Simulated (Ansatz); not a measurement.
# C₂H₃F₂NSn: a ladder of functionals and wavefunction methods

How much do the methods differ for C₂H₃F₂NSn? The plan is to run it at one geometry with functionals of several rungs and with coupled cluster, and see how far each lands from CCSD(T) at the basis-set limit for the atomisation energy.

Program: Ansatz 0.2.0, Gaussian basis. Level of theory: functionals in def2-TZVPP, the program's frozen cores in correlated methods. These are calculated values, not measurements.

Plan: LDA (SPW92), PBE-D4, revPBE-D4, BLYP-D4, r2SCAN-D4, B97M-V, PBE0-D4, B3LYP-D4, r2SCANh-D4, r2SCAN0-D4, HSE06-D4, BHLYP-D4, CAM-B3LYP-D4, LC-ωPBE, ωB97X-V, ωB97M-V, B2PLYP, PBE-QIDH; CCSD(T)/def2-SVP; CCSD(T)/def2-TZVPP; MP2/def2-QZVPP; extrapolation to the limit; RPA on PBE.

### Step 1. The relaxed structure

All runs share one geometry, relaxed beforehand with PBE0-D4 in a triple-zeta def2 set. Sn takes the def2 core potential; no spin-orbit term is included.

SMILES `[CH3][Sn]([F])([F])[C]#N`, 9 atoms, charge 0, spin multiplicity 1.

Atoms are counted from 1 here; the program's logs count them from 0.

Bond lengths: C1–Sn2 2.101 Å, C1–H7 1.089 Å, C1–H8 1.089 Å, C1–H9 1.089 Å, Sn2–F3 1.901 Å, Sn2–F4 1.901 Å, Sn2–C5 2.097 Å, C5–N6 1.152 Å. Angles: Sn2–C1–H7 109.0°, Sn2–C1–H8 109.0°, Sn2–C1–H9 108.2°, H7–C1–H8 110.2°, H7–C1–H9 110.2°, H8–C1–H9 110.2°, C1–Sn2–F3 111.6°, C1–Sn2–F4 111.6°, C1–Sn2–C5 118.6°, F3–Sn2–F4 104.1°, F3–Sn2–C5 104.9°, F4–Sn2–C5 104.9°, Sn2–C5–N6 175.9°.

### Step 2. LDA

This LDA is Slater exchange with PW92 correlation.

in.yaml reads:

```yaml
crystal:
  periodic: [false, false, false]
  atoms:
    - {symbol: C, position_ang: [-0.602601, -1.061857, 0.895966]}
    - {symbol: Sn, position_ang: [0.438610, 0.058737, -0.544949]}
    - {symbol: F, position_ang: [2.312765, -0.239504, -0.442144]}
    - {symbol: F, position_ang: [-0.018017, -0.476055, -2.310578]}
    - {symbol: C, position_ang: [0.224906, 2.144577, -0.542460]}
    - {symbol: N, position_ang: [0.056494, 3.281912, -0.476534]}
    - {symbol: H, position_ang: [-1.670182, -0.878731, 0.784736]}
    - {symbol: H, position_ang: [-0.270450, -0.759882, 1.888006]}
    - {symbol: H, position_ang: [-0.382925, -2.115496, 0.730755]}
basis:
  gaussian: {orbitals: def2-TZVPP}
hamiltonian: {xc: lda}
output: {orbitals: {seedname: orbitals}}
```

The run is started by

```
$ ansatz run in.yaml --threads 2 --pin off --events-out ev --progress --plain --max-ram 20480MiB --backend cpu
```

Further steps of the session: PBE-D4 (GGA); revPBE-D4 (GGA); BLYP-D4 (GGA); r2SCAN-D4 (meta-GGA); B97M-V (meta-GGA); B3LYP-D4 (hybrid); r2SCANh-D4 (hybrid); r2SCAN0-D4 (hybrid); HSE06-D4 (hybrid); BHLYP-D4 (hybrid); CAM-B3LYP-D4 (range-separated); LC-ωPBE (range-separated); ωB97X-V (range-separated); ωB97M-V (range-separated); B2PLYP (double hybrid); PBE-QIDH (double hybrid); CCSD(T) in def2-SVP; CCSD(T) in def2-TZVPP; MP2 in def2-QZVPP; RPA on PBE orbitals.

Before running them: what should the planned runs give, taken together? Wanted: atomisation energy, CCSD(T)/CBS; farthest beyond LDA; mean size of error, GGA; mean size of error, meta-GGA; mean size of error, hybrid; mean size of error, range-separated; mean size of error, double hybrid; gap, smallest and largest; T1 diagnostic.

As calculated:

| quantity | value |
| --- | --- |
| atomisation energy, CCSD(T)/CBS | 3569.0 kJ/mol |
| functionals within 35.7 kJ/mol (1.0 %) | revPBE-D4, BLYP-D4, B97M-V, CAM-B3LYP-D4, LC-ωPBE, ωB97X-V, ωB97M-V |
| farthest beyond LDA | BHLYP-D4 (-211.5 kJ/mol) |
| mean size of error, GGA | 39.7 kJ/mol |
| mean size of error, meta-GGA | 23.9 kJ/mol |
| mean size of error, hybrid | 95.0 kJ/mol |
| mean size of error, range-separated | 19.2 kJ/mol |
| mean size of error, double hybrid | 64.7 kJ/mol |
| gap, smallest and largest | 5.88 eV (LDA (SPW92)), 13.73 eV (LC-ωPBE) |
| T1 diagnostic | 0.0141 |
| triples share of the correlation energy | 3.7 % |

In words: The LDA atomisation energy is off by 541.8 kJ/mol (15 %): it overbinds. PBE-D4 is off by +86.4 kJ/mol. Double hybrids carry the basis error of their MP2 part in triple zeta, and no dispersion term here, so their miss is partly the set-up's. The rungs range-separated, meta-GGA miss on average by less than the doubt on the reference (35.7 kJ/mol), so they tie. Misses under about 35.7 kJ/mol are within the doubt on the reference itself, which lacks core-valence correlation, spin-orbit coupling and higher excitations, and its outer-core shells are covered unevenly. All levels share the lack of spin-orbit coupling, which lowers the free heavy atoms and so the true binding. Hartree-Fock recovers 67 % of the binding; the rest is correlation. CCSD(T) in def2-SVP is off by -266.4 kJ/mol, worse than the median functional, from the basis alone. Orbital gaps span 5.9 to 13.7 eV; exact exchange widens them. Correlated methods include outer-core shells of Sn, which these sets cover unevenly.
